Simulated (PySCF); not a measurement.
# Si2H5SF (SMILES F[SiH2]S[SiH3]): levels of theory compared

Wanted: a comparison of 4 runs (HF/cc-pVDZ, HF/cc-pVTZ, B3LYP/6-31G*, BLYP/pcseg-1) of Si2H5SF. 

The results are computed with PySCF 2.14.0.

**1. The structure to begin with**

The species is Si2H5SF (9 atoms), meant as a singlet with charge 0. As SMILES, `F[SiH2]S[SiH3]`. The shape is that of a PBE0-D4/def2-TZVP optimisation. This is one conformer, not always the lowest.

Bond lengths: F1–Si2 1.594 Å, Si2–S3 2.123 Å, S3–Si4 2.141 Å, Si2–H5 1.481 Å, Si2–H6 1.481 Å, Si4–H7 1.485 Å, Si4–H8 1.485 Å, Si4–H9 1.481 Å. Some angles: F1–Si2–S3 106.6°, Si2–S3–Si4 97.4°, F1–Si2–H5 108.3°, F1–Si2–H6 108.3°, S3–Si2–H5 111.3°, S3–Si2–H6 111.3°, S3–Si4–H7 110.9°, S3–Si4–H8 110.9°, S3–Si4–H9 105.5°, H5–Si2–H6 110.9°.

**2. Energy and gradient at HF/cc-pVDZ (run 1)**

mol.xyz reads:

```xyz
9
FH5SSi2
F     -1.923200     2.383400     0.314600
Si    -0.638900     1.443100     0.227100
S     -1.346200    -0.510100    -0.209900
Si     0.556000    -1.492900    -0.229500
H      0.237200     1.952600    -0.853000
H      0.057400     1.482200     1.533800
H      1.232200    -1.364200     1.086200
H      1.437100    -0.921900    -1.279500
H      0.262700    -2.914700    -0.521000
```

calc.py reads:

```python
# F[SiH2]S[SiH3]
from pyscf import gto

system = gto.M(
    atom='mol.xyz',
    max_memory=1860,
    charge=0,
    spin=0,
    basis='cc-pvdz',
    verbose=3,
)

hf = system.RHF()
hf.conv_tol = 1e-10
hf.kernel()
if not hf.converged:
    hf = hf.newton().run(hf.mo_coeff, hf.mo_occ)

etot = hf.e_tot
print('E(%s) = %.9f' % ('HF', etot))
grad = hf.nuc_grad_method().kernel()
dip = hf.dip_moment()
pop, q = hf.mulliken_pop()
```

Started as:

```bash
$ OMP_NUM_THREADS=1 python calc.py
```

The program printed:

```text
converged SCF energy = -1077.8474324885
[... 9 lines left out ...]
Dipole moment(X, Y, Z, Debye):  2.39251, -0.81379,  0.03752
[... 103 lines left out ...]
charge of    8H =     -0.08492
```

It took 29 s on 1 thread of Intel Xeon at 2.50GHz (Skylake/Cascade Lake), shared host; peak memory 0.19 GiB.

**3. Energy and gradient at HF/cc-pVTZ (run 2)**

job.py reads:

```python
import pyscf.grad
from pyscf import gto, scf

system = gto.M(
    atom='''
F       -1.923200       2.383400       0.314600
Si      -0.638900       1.443100       0.227100
S       -1.346200      -0.510100      -0.209900
Si       0.556000      -1.492900      -0.229500
H        0.237200       1.952600      -0.853000
H        0.057400       1.482200       1.533800
H        1.232200      -1.364200       1.086200
H        1.437100      -0.921900      -1.279500
H        0.262700      -2.914700      -0.521000
''',
    verbose=4,
    max_memory=1860,
    basis='cc-pvtz',
    spin=0,
)

mf = scf.RHF(system)
mf.conv_tol = 1e-10
mf.kernel()
if not mf.converged:
    mf = mf.newton().run(mf.mo_coeff, mf.mo_occ)

e_tot = mf.e_tot
print('Final energy', e_tot)
grad = mf.Gradients().kernel()
dip = mf.dip_moment()
pop, q = mf.mulliken_pop()
```

Started as:

```bash
$ OMP_NUM_THREADS=1 python job.py
```

The program printed:

```text
PySCF version 2.14.0

[... 65 lines left out ...]
converged SCF energy = -1077.94609574567
Final energy -1077.9460957456722
[... 11 lines left out ...]
Dipole moment(X, Y, Z, Debye):  2.09429, -0.74472,  0.02689
[... 212 lines left out ...]
charge of    8H =     -0.01849
```

Run time: 7.4 min. Hardware: 1 thread of Intel Xeon at 2.50GHz (Skylake/Cascade Lake), shared host; peak memory 0.13 GiB.

Run 3 isn't shown in full; the table further down has it.

**4. Energy and gradient at BLYP/pcseg-1 (run 4)**

Edit mol.xyz of step 2 so:

```diff
@@ -1,3 +1,3 @@
 9
-FH5SSi2
+
 F     -1.923200     2.383400     0.314600
```

calc.py reads:

```python
import pyscf.grad
from pyscf import gto, dft

mol = gto.M(
    atom='mol.xyz',
    basis='pcseg-1',
    verbose=3,
    charge=0,
    max_memory=1860,
)

mf = dft.RKS(mol)
mf.xc = 'blyp'
mf.conv_tol = 1e-10
mf.grids.level = 5
mf.kernel()
if not mf.converged:
    mf = mf.newton().run(mf.mo_coeff, mf.mo_occ)

energy = mf.e_tot
print(f'total energy: {energy:.8f} hartree')
grad = mf.Gradients().kernel()
mf.analyze()
```

Started as:

```bash
$ OMP_NUM_THREADS=1 python calc.py
```

The program printed:

```text
converged SCF energy = -1080.03991547778
[... 22 lines left out ...]
MO #13  energy= -3.53875645739507  occ= 2
[... 15 lines left out ...]
MO #29  energy= -0.233222889199884 occ= 2
[... 15 lines left out ...]
MO #45  energy= 0.265942360780893  occ= 0
[... 15 lines left out ...]
MO #61  energy= 0.702412757330437  occ= 0
[... 15 lines left out ...]
MO #77  energy= 1.79335484622952   occ= 0
[... 15 lines left out ...]
MO #93  energy= 3.06233577945783   occ= 0
[... 10 lines left out ...]
Dipole moment(X, Y, Z, Debye):  2.26615, -0.67431,  0.05547
```

Wall time 93 s (1 thread of Intel Xeon at 2.50GHz (Skylake/Cascade Lake), shared host); peak memory 0.91 GiB.

**5. All runs side by side**

| run | level | Cartesian functions | integration grid | energy (Eh) | dipole moment (D) | HOMO energy (eV) | LUMO energy (eV) | wall time |
| --- | --- | --- | --- | --- | --- | --- | --- | --- |
| 1 | HF/cc-pVDZ | no | – | -1077.847432 | 2.53 | -10.49 | 3.04 | 29 s |
| 2 | HF/cc-pVTZ | no | – | -1077.946096 | 2.22 | -10.52 | 2.79 | 7.4 min |
| 3 | B3LYP/6-31G* (Cartesian functions) | yes | 5 | -1080.122636 | 2.32 | -7.35 | -0.46 | 57 s |
| 4 | BLYP/pcseg-1 | no | 5 | -1080.039915 | 2.36 | -6.35 | -1.17 | 93 s |

**6. Outcome**

| quantity | value |
| --- | --- |
| run 4: total energy | -1080.03992 Eh |
| run 4: dipole moment | 2.36 D |
| run 4: HOMO energy | -6.35 eV |
| run 4: LUMO energy | -1.17 eV |
| run 4: HOMO–LUMO gap | 5.17 eV |
| run 4: largest force on an atom | 1.788 eV/Å |

**Reading.** The dipole moment (its size) runs from 2.22 D (HF/cc-pVTZ) to 2.53 D (HF/cc-pVDZ). The HOMO–LUMO gap runs from 5.17 eV (BLYP/pcseg-1) to 13.52 eV (HF/cc-pVDZ). The two ends differ in method and basis. Totals of different functionals can't be ranked against each other. All runs together took 10 min, the longest 7.4 min.
